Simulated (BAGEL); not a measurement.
**CH5SSn (SMILES C[S][SnH2]): a chain of runs**

We compute a series of 9 runs (UHF/ANO-RCC-MB, UHF/ANO-RCC-VDZ, UHF/ANO-RCC-VDZP, UHF/ANO-RCC-VTZP) of CH5SSn. The setting varied is the SCF convergence threshold. 

Program for the calculation: BAGEL 1.2.2.

2 further runs of the same task are left out: 2 set aside as unsound or not needed.

### 1 Starting point

CH5SSn has 8 atoms, charge 0, and is taken as a doublet. SMILES: `C[S][SnH2]`. The coordinates come from a PBE0-D4/def2-TZVP relaxation. This is one conformer, not always the lowest.

Bond lengths: C1–S2 1.815 Å, S2–Sn3 2.402 Å, C1–H4 1.090 Å, C1–H5 1.090 Å, C1–H6 1.090 Å, Sn3–H7 1.731 Å, Sn3–H8 1.723 Å. Angles: C1–S2–Sn3 100.8°, S2–C1–H4 111.2°, S2–C1–H5 111.4°, S2–C1–H6 106.6°, S2–Sn3–H7 106.1°, S2–Sn3–H8 104.6°, H4–C1–H5 109.9°, H4–C1–H6 108.6°, H5–C1–H6 108.8°, H7–Sn3–H8 110.0°.

### 2 The energy at UHF/ANO-RCC-MB (DKH2, density fitting with AutoAux, property dipole) (run 1)

File calc.json:

```json
{ "bagel": [

{
  "title": "molecule",
  "basis": "ano-rcc-mb.json",
  "df_basis": "ano-rcc-mb-autoaux.json",
  "angstrom": true,
  "dkh": true,
  "geometry": [
    { "atom": "C", "xyz": [   -0.678900,    1.155500,   -0.442600 ] },
    { "atom": "S", "xyz": [   -0.981300,   -0.130400,    0.801600 ] },
    { "atom": "Sn", "xyz": [    0.670700,   -1.758700,    0.179000 ] },
    { "atom": "H", "xyz": [   -0.974000,    0.820200,   -1.436400 ] },
    { "atom": "H", "xyz": [    0.366100,    1.464800,   -0.450200 ] },
    { "atom": "H", "xyz": [   -1.296800,    2.009800,   -0.165400 ] },
    { "atom": "H", "xyz": [    2.127300,   -0.872500,   -0.120900 ] },
    { "atom": "H", "xyz": [    0.859000,   -2.745600,    1.579100 ] }
  ]
},
{
  "title": "uhf",
  "nopen": 1
},
{
  "title": "print",
  "file": "orbitals.molden",
  "orbitals": true
}

]}
```

The basis set ANO-RCC-MB is read from a file made from the Basis Set Exchange's data (not shown).

Started as:

```bash
$ BAGEL_NUM_THREADS=1 BAGEL calc.json > calc.out
```

The program printed:

```text
* using 1 threads per process

  ===============================================================
  ===============================================================

  *** Geometry ***

  { "atom" : "C", "xyz" : [     -1.282935,      2.183579,     -0.836393 ] },
  { "atom" : "S", "xyz" : [     -1.854388,     -0.246420,      1.514804 ] },
  { "atom" : "Sn", "xyz" : [      1.267439,     -3.323461,      0.338261 ] },
  { "atom" : "H", "xyz" : [     -1.840593,      1.549953,     -2.714403 ] },
  { "atom" : "H", "xyz" : [      0.691829,      2.768071,     -0.850755 ] },
  { "atom" : "H", "xyz" : [     -2.450597,      3.797972,     -0.312561 ] },
  { "atom" : "H", "xyz" : [      4.020014,     -1.648786,     -0.228468 ] },
  { "atom" : "H", "xyz" : [      1.623275,     -5.188432,      2.984067 ] },

  Number of auxiliary basis functions:      715

  Since a DF basis is specified, we compute 2- and 3-index integrals:
    o Being stored without compression. Storage requirement is 0.012 GB

  Number of basis functions:       46
  Number of electrons      :       77

    * METHOD: MOLECULE                             0.58

  *** Open-shell HF ***

  === Nuclear Repulsion ===
   333.1258402379

      * DIIS with orbital gradients will be used.

  === UHF iteration (ano-rcc-mb.json) ===
      0      -6611.66034717          0.00979364           0.19
      1      -6611.68652311          0.00310096           0.19
      2      -6611.68910561          0.00093063           0.19
      3      -6611.68951034          0.00037950           0.17
      4      -6611.68968845          0.00012681           0.17
      5      -6611.68972264          0.00004613           0.17
      6      -6611.68972940          0.00001152           0.17
      7      -6611.68973045          0.00000679           0.17
      8      -6611.68973101          0.00000356           0.18
      9      -6611.68973119          0.00000092           0.18
     10      -6611.68973120          0.00000036           0.18
     11      -6611.68973121          0.00000017           0.19
     12      -6611.68973121          0.00000007           0.19
     13      -6611.68973121          0.00000003           0.19
     14      -6611.68973121          0.00000002           0.19
     15      -6611.68973121          0.00000001           0.19
    * SCF iteration converged.

    * S^2 (UHF) is 0.7555

    * Permanent dipole moment:
           (   -0.460718,     0.076795,     0.722692) a.u.

    * METHOD: UHF                                  3.53

    * METHOD: PRINT                                0.00

  ===============================================================
```

It took 4.5 s on 1 thread of Arm Neoverse V2, shared host; peak memory 0.12 GiB.

### 3 A single-point energy at UHF/ANO-RCC-VDZ (DKH2, density fitting with AutoAux, property dipole) (run 2)

File calc.json:

```json
{ "bagel" : [

{
  "title" : "molecule",
  "basis" : "ano-rcc-vdz.json",
  "df_basis" : "ano-rcc-vdz-autoaux.json",
  "angstrom" : true,
  "dkh" : true,
  "geometry" : [
    { "atom" : "C", "xyz" : [      -0.678900,       1.155500,      -0.442600 ] },
    { "atom" : "S", "xyz" : [      -0.981300,      -0.130400,       0.801600 ] },
    { "atom" : "Sn", "xyz" : [       0.670700,      -1.758700,       0.179000 ] },
    { "atom" : "H", "xyz" : [      -0.974000,       0.820200,      -1.436400 ] },
    { "atom" : "H", "xyz" : [       0.366100,       1.464800,      -0.450200 ] },
    { "atom" : "H", "xyz" : [      -1.296800,       2.009800,      -0.165400 ] },
    { "atom" : "H", "xyz" : [       2.127300,      -0.872500,      -0.120900 ] },
    { "atom" : "H", "xyz" : [       0.859000,      -2.745600,       1.579100 ] }
  ]
},

{ "title" : "uhf", "nopen" : 1 },

{ "title" : "print", "file" : "orbitals.molden", "orbitals" : true }

]}
```

The basis set ANO-RCC-VDZ is read from a file made from the Basis Set Exchange's data (not shown).

Started as:

```bash
$ BAGEL_NUM_THREADS=1 BAGEL calc.json > calc.out
```

The program printed:

```text
* using 1 threads per process

  ===============================================================
  ===============================================================

  *** Geometry ***

  { "atom" : "C", "xyz" : [     -1.282935,      2.183579,     -0.836393 ] },
  { "atom" : "S", "xyz" : [     -1.854388,     -0.246420,      1.514804 ] },
  { "atom" : "Sn", "xyz" : [      1.267439,     -3.323461,      0.338261 ] },
  { "atom" : "H", "xyz" : [     -1.840593,      1.549953,     -2.714403 ] },
  { "atom" : "H", "xyz" : [      0.691829,      2.768071,     -0.850755 ] },
  { "atom" : "H", "xyz" : [     -2.450597,      3.797972,     -0.312561 ] },
  { "atom" : "H", "xyz" : [      4.020014,     -1.648786,     -0.228468 ] },
  { "atom" : "H", "xyz" : [      1.623275,     -5.188432,      2.984067 ] },

  Number of auxiliary basis functions:      715

  Since a DF basis is specified, we compute 2- and 3-index integrals:
    o Being stored without compression. Storage requirement is 0.023 GB

  Number of basis functions:       63
  Number of electrons      :       77

    * METHOD: MOLECULE                             0.59

  *** Open-shell HF ***

  === Nuclear Repulsion ===
   333.1258402379

      * DIIS with orbital gradients will be used.

  === UHF iteration (ano-rcc-vdz.json) ===
      0      -6611.70134574          0.02658551           0.25
      1      -6611.77070179          0.01172130           0.25
      2      -6611.78124618          0.00520567           0.25
      3      -6611.78385010          0.00059402           0.26
      4      -6611.78406617          0.00017255           0.26
      5      -6611.78410408          0.00010031           0.26
      6      -6611.78412714          0.00002887           0.26
      7      -6611.78413060          0.00001228           0.26
      8      -6611.78413196          0.00000479           0.26
      9      -6611.78413225          0.00000230           0.28
     10      -6611.78413232          0.00000069           0.28
     11      -6611.78413233          0.00000024           0.28
     12      -6611.78413233          0.00000010           0.28
     13      -6611.78413233          0.00000004           0.27
     14      -6611.78413233          0.00000002           0.25
     15      -6611.78413233          0.00000001           0.24
    * SCF iteration converged.

    * S^2 (UHF) is 0.7544

    * Permanent dipole moment:
           (   -0.499239,     0.163721,     0.918838) a.u.

    * METHOD: UHF                                  4.84

    * METHOD: PRINT                                0.01

  ===============================================================
```

Run time: 5.7 s. Hardware: 1 thread of Arm Neoverse V2, shared host; peak memory 0.15 GiB.

### 4 The energy at UHF/ANO-RCC-VDZP (DKH2, density fitting with AutoAux, property dipole) (run 3)

File job.json:

```json
{ "bagel": [

{
  "title": "molecule",
  "basis": "ano-rcc-vdzp.json",
  "df_basis": "ano-rcc-vdzp-autoaux.json",
  "angstrom": true,
  "dkh": true,
  "geometry": [
    { "atom": "C", "xyz": [   -0.678900,    1.155500,   -0.442600 ] },
    { "atom": "S", "xyz": [   -0.981300,   -0.130400,    0.801600 ] },
    { "atom": "Sn", "xyz": [    0.670700,   -1.758700,    0.179000 ] },
    { "atom": "H", "xyz": [   -0.974000,    0.820200,   -1.436400 ] },
    { "atom": "H", "xyz": [    0.366100,    1.464800,   -0.450200 ] },
    { "atom": "H", "xyz": [   -1.296800,    2.009800,   -0.165400 ] },
    { "atom": "H", "xyz": [    2.127300,   -0.872500,   -0.120900 ] },
    { "atom": "H", "xyz": [    0.859000,   -2.745600,    1.579100 ] }
  ]
},
{
  "title": "uhf",
  "nopen": 1
},
{
  "title": "print",
  "file": "orbitals.molden",
  "orbitals": true
}

]}
```

The basis set ANO-RCC-VDZP is read from a file made from the Basis Set Exchange's data (not shown).

Started as:

```bash
$ BAGEL_NUM_THREADS=1 BAGEL job.json > job.out
```

The program printed:

```text
* using 1 threads per process

  ===============================================================
  ===============================================================

  *** Geometry ***

  { "atom" : "C", "xyz" : [     -1.282935,      2.183579,     -0.836393 ] },
  { "atom" : "S", "xyz" : [     -1.854388,     -0.246420,      1.514804 ] },
  { "atom" : "Sn", "xyz" : [      1.267439,     -3.323461,      0.338261 ] },
  { "atom" : "H", "xyz" : [     -1.840593,      1.549953,     -2.714403 ] },
  { "atom" : "H", "xyz" : [      0.691829,      2.768071,     -0.850755 ] },
  { "atom" : "H", "xyz" : [     -2.450597,      3.797972,     -0.312561 ] },
  { "atom" : "H", "xyz" : [      4.020014,     -1.648786,     -0.228468 ] },
  { "atom" : "H", "xyz" : [      1.623275,     -5.188432,      2.984067 ] },

  Number of auxiliary basis functions:     1096

  Since a DF basis is specified, we compute 2- and 3-index integrals:
    o Being stored without compression. Storage requirement is 0.088 GB

  Number of basis functions:      100
  Number of electrons      :       77

    * METHOD: MOLECULE                             2.19

  *** Open-shell HF ***

  === Nuclear Repulsion ===
   333.1258402379

      * DIIS with orbital gradients will be used.

  === UHF iteration (ano-rcc-vdzp.json) ===
      0      -6611.75338351          0.02361387           0.92
      1      -6611.84927348          0.01155045           0.93
      2      -6611.86540542          0.00547160           0.96
      3      -6611.87020975          0.00078062           0.92
      4      -6611.87058239          0.00025304           1.07
      5      -6611.87063893          0.00009742           1.13
      6      -6611.87066742          0.00004008           1.13
      7      -6611.87067505          0.00001657           1.12
      8      -6611.87067659          0.00000760           1.12
      9      -6611.87067720          0.00000342           1.12
     10      -6611.87067735          0.00000222           1.12
     11      -6611.87067743          0.00000135           1.12
     12      -6611.87067745          0.00000055           1.11
     13      -6611.87067745          0.00000024           1.11
     14      -6611.87067745          0.00000011           1.12
     15      -6611.87067745          0.00000006           1.11
     16      -6611.87067745          0.00000003           1.12
     17      -6611.87067745          0.00000002           1.12
     18      -6611.87067746          0.00000001           1.11
     19      -6611.87067745          0.00000001           1.12
    * SCF iteration converged.

    * S^2 (UHF) is 0.7572

    * Permanent dipole moment:
           (   -0.316558,     0.045576,     0.731272) a.u.

    * METHOD: UHF                                 23.39

    * METHOD: PRINT                                0.02

  ===============================================================
```

It took 26 s on 1 thread of Arm Neoverse V2, shared host; peak memory 0.34 GiB.

Runs 4 to 8 aren't shown in full; the table further down has their settings and results.

### 5 A single-point energy at UHF/ANO-RCC-VDZP (DKH2, density fitting with AutoAux, property dipole) (run 9)

File job.json:

```json
{ "bagel": [

{
  "title": "molecule",
  "basis": "ano-rcc-vdzp.json",
  "df_basis": "ano-rcc-vdzp-autoaux.json",
  "angstrom": true,
  "dkh": true,
  "geometry": [
    { "atom": "C", "xyz": [      -0.678900,       1.155500,      -0.442600 ] },
    { "atom": "S", "xyz": [      -0.981300,      -0.130400,       0.801600 ] },
    { "atom": "Sn", "xyz": [       0.670700,      -1.758700,       0.179000 ] },
    { "atom": "H", "xyz": [      -0.974000,       0.820200,      -1.436400 ] },
    { "atom": "H", "xyz": [       0.366100,       1.464800,      -0.450200 ] },
    { "atom": "H", "xyz": [      -1.296800,       2.009800,      -0.165400 ] },
    { "atom": "H", "xyz": [       2.127300,      -0.872500,      -0.120900 ] },
    { "atom": "H", "xyz": [       0.859000,      -2.745600,       1.579100 ] }
  ]
},

{ "title": "uhf", "nopen": 1, "thresh": 1.0e-10 },

{ "title": "print", "file": "orbitals.molden", "orbitals": true }

]}
```

The basis set ANO-RCC-VDZP is read from a file made from the Basis Set Exchange's data (not shown).

Started as:

```bash
$ BAGEL_NUM_THREADS=1 BAGEL job.json > job.out
```

The program printed:

```text
* using 1 threads per process

  ===============================================================
  ===============================================================

  *** Geometry ***

  { "atom" : "C", "xyz" : [     -1.282935,      2.183579,     -0.836393 ] },
  { "atom" : "S", "xyz" : [     -1.854388,     -0.246420,      1.514804 ] },
  { "atom" : "Sn", "xyz" : [      1.267439,     -3.323461,      0.338261 ] },
  { "atom" : "H", "xyz" : [     -1.840593,      1.549953,     -2.714403 ] },
  { "atom" : "H", "xyz" : [      0.691829,      2.768071,     -0.850755 ] },
  { "atom" : "H", "xyz" : [     -2.450597,      3.797972,     -0.312561 ] },
  { "atom" : "H", "xyz" : [      4.020014,     -1.648786,     -0.228468 ] },
  { "atom" : "H", "xyz" : [      1.623275,     -5.188432,      2.984067 ] },

  Number of auxiliary basis functions:     1096

  Since a DF basis is specified, we compute 2- and 3-index integrals:
    o Being stored without compression. Storage requirement is 0.088 GB

  Number of basis functions:      100
  Number of electrons      :       77

    * METHOD: MOLECULE                             2.26

  *** Open-shell HF ***

  === Nuclear Repulsion ===
   333.1258402379

      * DIIS with orbital gradients will be used.

  === UHF iteration (ano-rcc-vdzp.json) ===
      0      -6611.75338351          0.02361387           1.11
      1      -6611.84927348          0.01155045           1.10
      2      -6611.86540542          0.00547160           1.12
      3      -6611.87020975          0.00078062           1.11
      4      -6611.87058239          0.00025304           1.08
      5      -6611.87063893          0.00009742           1.05
      6      -6611.87066742          0.00004008           1.10
      7      -6611.87067505          0.00001657           1.11
      8      -6611.87067659          0.00000760           1.11
      9      -6611.87067720          0.00000342           1.11
[... 13 lines of this table left out ...]
     23      -6611.87067745          0.00000000           1.13
     24      -6611.87067745          0.00000000           1.13
     25      -6611.87067745          0.00000000           1.13
     26      -6611.87067745          0.00000000           1.13
    * SCF iteration converged.

    * S^2 (UHF) is 0.7572

    * Permanent dipole moment:
           (   -0.316559,     0.045578,     0.731273) a.u.

    * METHOD: UHF                                 31.90

    * METHOD: PRINT                                0.02

  ===============================================================
```

It took 35 s on 1 thread of Arm Neoverse V2, shared host; peak memory 0.34 GiB.

### 6 Overview of the runs

```
run                                                                   level  SCF convergence threshold   energy (Eh)  dipole moment (D)   ⟨S²⟩  wall time
  1    UHF/ANO-RCC-MB (DKH2, density fitting with AutoAux, property dipole)                          –  -6611.689731               2.19  0.755      4.5 s
  2   UHF/ANO-RCC-VDZ (DKH2, density fitting with AutoAux, property dipole)                          –  -6611.784132               2.69  0.754      5.7 s
  3  UHF/ANO-RCC-VDZP (DKH2, density fitting with AutoAux, property dipole)                          –  -6611.870677               2.03  0.757       26 s
  4  UHF/ANO-RCC-VTZP (DKH2, density fitting with AutoAux, property dipole)                          –  -6611.890777               1.80  0.759       95 s
  5  UHF/ANO-RCC-VDZP (DKH2, density fitting with AutoAux, property dipole)                     0.0001  -6611.870639               2.03  0.758       11 s
  6  UHF/ANO-RCC-VDZP (DKH2, density fitting with AutoAux, property dipole)                      1e-05  -6611.870677               2.03  0.757       15 s
  7  UHF/ANO-RCC-VDZP (DKH2, density fitting with AutoAux, property dipole)                      1e-06  -6611.870677               2.03  0.757       20 s
  8  UHF/ANO-RCC-VDZP (DKH2, density fitting with AutoAux, property dipole)                      1e-08  -6611.870677               2.03  0.757       27 s
  9  UHF/ANO-RCC-VDZP (DKH2, density fitting with AutoAux, property dipole)                      1e-10  -6611.870677               2.03  0.757       35 s
```

Convergence of the total energy of doublet CH5SSn with the SCF convergence threshold, against the last point:

```
SCF convergence threshold  from the last (mEh)  wall time
                0.0001 Eh               +0.039       11 s
                 1e-05 Eh               +0.001       15 s
                 1e-06 Eh               +0.000       20 s
                 1e-08 Eh               +0.000       27 s
                 1e-10 Eh               +0.000       35 s
```

Convergence of the total energy of doublet CH5SSn with the basis set, against the last point:

| basis set | from the last (mEh) | wall time |
| --- | --- | --- |
| ANO-RCC-MB | +201.046 | 4.5 s |
| ANO-RCC-VDZ | +106.645 | 5.7 s |
| ANO-RCC-VDZP | +20.100 | 26 s |
| ANO-RCC-VTZP | +0.000 | 95 s |

### 7 Results

| quantity | value |
| --- | --- |
| run 9, UHF/ANO-RCC-VDZP: total energy | -6611.87068 Eh |
| run 9, UHF/ANO-RCC-VDZP: dipole moment | 2.03 D |
| run 9, UHF/ANO-RCC-VDZP: ⟨S²⟩ | 0.757 |

**Reading.** For the total energy of doublet CH5SSn to stay within 0.01 mEh of the last point, 1e-05 Eh is the first point of the series from which all later ones do (15 s against 35 s). The dipole moment (its size) runs from 1.80 D (UHF/ANO-RCC-VTZP) to 2.69 D (UHF/ANO-RCC-VDZ). In run 1 the basis is minimal, so the values are rough. All runs together took 4 min, the longest 95 s.
